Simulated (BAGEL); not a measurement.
**C3H4BO (SMILES C#C[B]OC): UHF/STO-3G (density fitting with qzvpp-jkfit)**

What is the electronic atomisation energy of C3H4BO at UHF/STO-3G (density fitting with qzvpp-jkfit)? 

Program for the calculation: BAGEL 1.2.2.

14 further runs of the same task are left out: 14 set aside as unsound or not needed.

**1. The molecule**

C3H4BO has 9 atoms, charge 0, and is taken as a doublet. SMILES: `C#C[B]OC`. Geometry: relaxed at GFN2-xTB. This is one conformer, not always the lowest.

Bond lengths: C1–C2 1.220 Å, C2–B3 1.466 Å, B3–O4 1.304 Å, O4–C5 1.425 Å, C1–H6 1.051 Å, C5–H7 1.091 Å, C5–H8 1.091 Å, C5–H9 1.093 Å. Angles: C1–C2–B3 168.1°, C2–B3–O4 140.9°, B3–O4–C5 127.5°, C2–C1–H6 175.9°, O4–C5–H7 108.1°, O4–C5–H8 108.3°, O4–C5–H9 111.3°, H7–C5–H8 109.4°, H7–C5–H9 109.9°, H8–C5–H9 109.7°.

**2. The energy at UHF/STO-3G (density fitting with qzvpp-jkfit)**

Input file input.json:

```json
{ "bagel": [

{
  "title": "molecule",
  "basis": "sto-3g",
  "df_basis": "qzvpp-jkfit",
  "angstrom": true,
  "geometry": [
    { "atom": "C", "xyz": [       2.004130,       1.283080,       1.315160 ] },
    { "atom": "C", "xyz": [       1.415540,       0.586780,       0.505000 ] },
    { "atom": "B", "xyz": [       0.988000,      -0.312170,      -0.571450 ] },
    { "atom": "O", "xyz": [      -0.089210,      -0.847520,      -1.075400 ] },
    { "atom": "C", "xyz": [      -1.433080,      -0.676810,      -0.631730 ] },
    { "atom": "H", "xyz": [       2.444280,       1.897470,       2.045090 ] },
    { "atom": "H", "xyz": [      -2.038720,      -0.381050,      -1.489980 ] },
    { "atom": "H", "xyz": [      -1.791710,      -1.632820,      -0.247430 ] },
    { "atom": "H", "xyz": [      -1.499240,       0.083050,       0.150750 ] }
  ]
},

{
  "title": "uhf",
  "nopen": 1
},

{
  "title": "print",
  "file": "orbitals.molden",
  "orbitals": true
}

]}
```

Run with:

```sh
$ BAGEL_NUM_THREADS=1 BAGEL input.json > input.out
```

Standard output:

```text
* using 1 threads per process

  ===============================================================
  ===============================================================

  *** Geometry ***

  { "atom" : "C", "xyz" : [      3.787257,      2.424670,      2.485292 ] },
  { "atom" : "C", "xyz" : [      2.674983,      1.108853,      0.954312 ] },
  { "atom" : "B", "xyz" : [      1.867049,     -0.589916,     -1.079884 ] },
  { "atom" : "O", "xyz" : [     -0.168582,     -1.601581,     -2.032211 ] },
  { "atom" : "C", "xyz" : [     -2.708129,     -1.278986,     -1.193797 ] },
  { "atom" : "H", "xyz" : [      4.619020,      3.585699,      3.864660 ] },
  { "atom" : "H", "xyz" : [     -3.852622,     -0.720080,     -2.815654 ] },
  { "atom" : "H", "xyz" : [     -3.385841,     -3.085583,     -0.467575 ] },
  { "atom" : "H", "xyz" : [     -2.833153,      0.156942,      0.284876 ] },

  Number of auxiliary basis functions:      449

  Since a DF basis is specified, we compute 2- and 3-index integrals:
    o Being stored without compression. Storage requirement is 0.003 GB

  Number of basis functions:       29
  Number of electrons      :       35

    * METHOD: MOLECULE                             0.14

  *** Open-shell HF ***

  === Nuclear Repulsion ===
   129.4054889993

      * DIIS with orbital gradients will be used.

  === UHF iteration (sto-3g) ===
      0       -212.56418906          0.02692629           0.04
      1       -212.63692416          0.00881390           0.03
      2       -212.64773498          0.00352604           0.03
      3       -212.65014495          0.00141742           0.03
      4       -212.65164932          0.00046175           0.03
      5       -212.65208906          0.00032384           0.03
      6       -212.65253142          0.00026308           0.03
      7       -212.65297254          0.00024849           0.03
      8       -212.65453254          0.00018882           0.03
      9       -212.65609270          0.00013151           0.03
     10       -212.65627295          0.00009647           0.03
     11       -212.65697323          0.00007489           0.03
     12       -212.65724348          0.00003771           0.04
     13       -212.65730475          0.00001433           0.03
     14       -212.65732060          0.00000926           0.04
     15       -212.65732198          0.00000613           0.04
     16       -212.65732216          0.00000299           0.04
     17       -212.65732217          0.00000126           0.04
     18       -212.65732221          0.00000049           0.03
     19       -212.65732221          0.00000012           0.04
     20       -212.65732221          0.00000005           0.04
     21       -212.65732221          0.00000003           0.03
     22       -212.65732221          0.00000003           0.03
     23       -212.65732221          0.00000002           0.03
     24       -212.65732221          0.00000001           0.04
     25       -212.65732221          0.00000001           0.03
    * SCF iteration converged.

    * S^2 (UHF) is 1.1046

    * Permanent dipole moment:
           (    0.549363,    -0.105285,    -0.229937) a.u.

    * METHOD: UHF                                  0.96

    * METHOD: PRINT                                0.00

  ===============================================================
```

It took 1.7 s on 1 thread of Intel Xeon Platinum 8375C at 2.90GHz (Ice Lake), shared host; peak memory 0.079 GiB.

**3. The B atom at the same level**

Input file input.json:

```json
{ "bagel" : [

{
  "title" : "molecule",
  "basis" : "sto-3g",
  "df_basis" : "qzvpp-jkfit",
  "angstrom" : true,
  "geometry" : [
    { "atom" : "B", "xyz" : [    0.000000,    0.000000,    0.000000 ] }
  ]
},
{ "title" : "uhf", "charge" : 0, "nopen" : 1 },
{ "title" : "print", "file" : "orbitals.molden", "orbitals" : true }

]}
```

Run the same way, it converges to -24.14912 Eh (log not shown).

**4. The C atom at the same level**

Input file hf.json:

```json
{ "bagel": [

{
  "title": "molecule",
  "basis": "sto-3g",
  "df_basis": "qzvpp-jkfit",
  "angstrom": true,
  "geometry": [
    { "atom": "C", "xyz": [       0.000000,       0.000000,       0.000000 ] }
  ]
},

{ "title": "uhf", "nopen": 2 },

{ "title": "print", "file": "orbitals.molden", "orbitals": true }

]}
```

Run the same way, it converges to -37.19852 Eh (log not shown).

**5. The H atom**

Input file calc.json:

```json
{ "bagel": [

{
  "title": "molecule",
  "basis": "sto-3g",
  "df_basis": "qzvpp-jkfit",
  "angstrom": true,
  "geometry": [
    { "atom": "H", "xyz": [    0.000000,    0.000000,    0.000000 ] }
  ]
},
{ "title": "uhf", "nopen": 1 },
{ "title": "print", "file": "orbitals.molden", "orbitals": true }

]}
```

Run with:

```sh
$ BAGEL_NUM_THREADS=1 BAGEL calc.json > calc.out
```

Standard output:

```text
* using 1 threads per process

  ===============================================================
  ===============================================================

  *** Geometry ***

  { "atom" : "H", "xyz" : [      0.000000,      0.000000,      0.000000 ] },

  Number of auxiliary basis functions:       18

  Since a DF basis is specified, we compute 2- and 3-index integrals:
    o Being stored without compression. Storage requirement is 0.000 GB

  Number of basis functions:        1
  Number of electrons      :        1

    * METHOD: MOLECULE                             0.02

  *** Open-shell HF ***

  === Nuclear Repulsion ===
     0.0000000000

      * DIIS with orbital gradients will be used.

  === UHF iteration (sto-3g) ===
      0         -0.46658185          0.00000000           0.00
    * SCF iteration converged.

    * S^2 (UHF) is 0.7500

    * Permanent dipole moment:
           (    0.000000,     0.000000,     0.000000) a.u.

    * METHOD: UHF                                  0.02

    * METHOD: PRINT                                0.00

  ===============================================================
```

Run time: 0.61 s. Hardware: 1 thread of Intel Xeon Platinum 8375C at 2.90GHz (Ice Lake), shared host; peak memory 0.079 GiB.

**6. The O atom, same level**

Input file input.json:

```json
{ "bagel" : [

{
  "title" : "molecule",
  "basis" : "sto-3g",
  "df_basis" : "qzvpp-jkfit",
  "angstrom" : "true",
  "geometry" : [
    { "atom" : "O", "xyz" : [       0.000000,       0.000000,       0.000000 ] }
  ]
},

{
  "title" : "uhf",
  "charge" : 0,
  "nopen" : 2
},

{
  "title" : "print",
  "file" : "orbitals.molden",
  "orbitals" : "true"
}

]}
```

Run the same way, it converges to -73.80422 Eh (log not shown).

**7. Results**

Level: UHF/STO-3G (density fitting with qzvpp-jkfit).

| quantity | value |
| --- | --- |
| molecule: total energy | -212.65732 Eh |
| molecule: dipole moment | 1.54 D |
| molecule: ⟨S²⟩ | 1.105 |
| B atom: total energy | -24.14912 Eh |
| B atom: dipole moment | 0.00 D |
| B atom: ⟨S²⟩ | 0.750 |
| C atom: total energy | -37.19852 Eh |
| C atom: dipole moment | 0.00 D |
| C atom: ⟨S²⟩ | 2.000 |
| H atom: total energy | -0.46658 Eh |
| H atom: dipole moment | 0.00 D |
| H atom: ⟨S²⟩ | 0.750 |
| O atom: total energy | -73.80422 Eh |
| O atom: dipole moment | 0.00 D |
| O atom: ⟨S²⟩ | 2.000 |
| electronic atomisation energy | 33.799 eV |

Taking the molecule apart into free atoms costs 33.80 eV (779 kcal/mol), before zero-point energy and without spin-orbit coupling. Hartree–Fock lacks the correlation of the bonding pairs, which as a rule makes this value much too low; in minimal bases other errors can mask that. In a minimal basis such a difference can be off by several eV, whatever the method. ⟨S²⟩ (molecule) is 1.10 where a pure doublet has 0.75: the reference is spin-contaminated.
